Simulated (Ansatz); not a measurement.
# Zr2: the cost of one run

Computed with Ansatz 0.2.0, Gaussian basis. Level: def2-TZVPP, core rule «outside noble gas», up to 8 orbitals frozen.

To be run: UHF; ROHF; CCSD(T) on UHF.

### Step 1. The geometry

The geometry is a PBE0/def2-TZVP stationary point (not a proven minimum) of the parent state, kept for this charge and spin. No spin-orbit coupling is included. Elements past krypton take def2 core potentials.

2 atoms, charge 0, spin multiplicity 7.

Atoms are counted from 1 here; the program's logs count them from 0.

Bond lengths: Zr1–Zr2 2.388 Å.

### Step 2. UHF

Input file in.yaml:

```yaml
crystal:
  periodic: [false, false, false]
  atoms:
    - {symbol: Zr, position_ang: [0.000000, 0.000000, 0.000000]}
    - {symbol: Zr, position_ang: [0.000000, 0.000000, 2.387600]}
basis:
  gaussian: {orbitals: def2-TZVPP}
magnetization: {spin_polarized: true, initial_magnetization: 6}
hamiltonian: {xc: hf}
output: {orbitals: {seedname: orbitals}}
```

The run is started by

```bash
ansatz run in.yaml --threads 1 --pin off --events-out ev --progress --plain --max-ram 2816MiB --backend cpu
```

**Question.** How long does this run take on 1 thread of AMD EPYC 7R13, shared host, and how much memory does it need?

About 35 s, with a peak of 0.29 GiB.
